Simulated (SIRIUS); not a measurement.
Write the native input for SIRIUS 7.10.0 that does the following.

- Task: single point
- Functional: PBEsol
- Potentials or basis: PseudoDojo 0.4.1 PBEsol standard (scalar relativistic)
- Cutoff: 1152 eV
- Density cutoff: 4606 eV
- k mesh: 9 × 9 × 8
- Occupations: fermi-dirac, width 0.05 eV
- Spin: no spin polarisation
- Libxc names: ["XC_GGA_X_PBE_SOL", "XC_GGA_C_PBE_SOL"]
- Energy tol: 1e-08 Ha
- Density tol: 1e-06
- Mixer: anderson
- Mixing beta: 0.7
- Max scf: 100
- Radial cutoff for the potentials' integrals: 6.5 bohr

The system is TaRu.

```xyz
2
Lattice="3.0530 0.0000 0.0000 0.0000 3.0530 0.0000 0.0000 0.0000 3.3890" Properties=species:S:1:pos:R:3 pbc="T T T"
Ta    1.5265    1.5265    1.6945
Ru    0.0000    0.0000    0.0000
```

One way to write it, as run:

sirius.json

```json
{
  "control": {
    "processing_unit": "cpu",
    "verbosity": 2,
    "num_bands_to_print": 23,
    "print_forces": true,
    "print_stress": true
  },
  "parameters": {
    "electronic_structure_method": "pseudopotential",
    "xc_functionals": ["XC_GGA_X_PBE_SOL", "XC_GGA_C_PBE_SOL"],
    "gk_cutoff": 9.2,
    "pw_cutoff": 18.4,
    "ngridk": [9, 9, 8],
    "shiftk": [0, 0, 0],
    "smearing": "fermi_dirac",
    "smearing_width": 0.0018374661,
    "num_bands": 23,
    "num_mag_dims": 0,
    "num_dft_iter": 100,
    "energy_tol": 1e-08,
    "density_tol": 1e-06
  },
  "iterative_solver": {
    "type": "davidson",
    "min_tolerance": 1e-09,
    "tolerance_scale": [0.1, 0.25]
  },
  "mixer": {
    "type": "anderson",
    "beta": 0.7,
    "max_history": 8
  },
  "settings": {
    "tol_ne": 1e-10,
    "pseudo_grid_cutoff": 6.5
  },
  "unit_cell": {
    "lattice_vectors": [
      [5.769333858482, 0.0, 0.0],
      [0.0, 5.769333858482, 0.0],
      [0.0, 0.0, 6.404281836357]
    ],
    "atom_coordinate_units": "lattice",
    "atom_types": ["Ta", "Ru"],
    "atom_files": {
      "Ru": "Ru.json",
      "Ta": "Ta.json"
    },
    "atoms": {
      "Ta": [
        [0.5, 0.5, 0.5]
      ],
      "Ru": [
        [0.0, 0.0, 0.0]
      ]
    }
  }
}
```

Potentials or basis: PseudoDojo 0.4.1 PBEsol standard (scalar relativistic).

Launch:

```bash
$ upf_to_json Ru.upf
$ upf_to_json Ta.upf
$ OMP_NUM_THREADS=1 sirius.scf --input=sirius.json --output=out.json --task=0
```

It gave:

| Quantity | Value |
| --- | --- |
| Pressure | -4.9 GPa |
| Band gap on the k mesh | none (metal or under the smearing width) |

It took 91 s on 1 thread of Arm Neoverse V2 (shared host), peak memory 0.61 GiB.
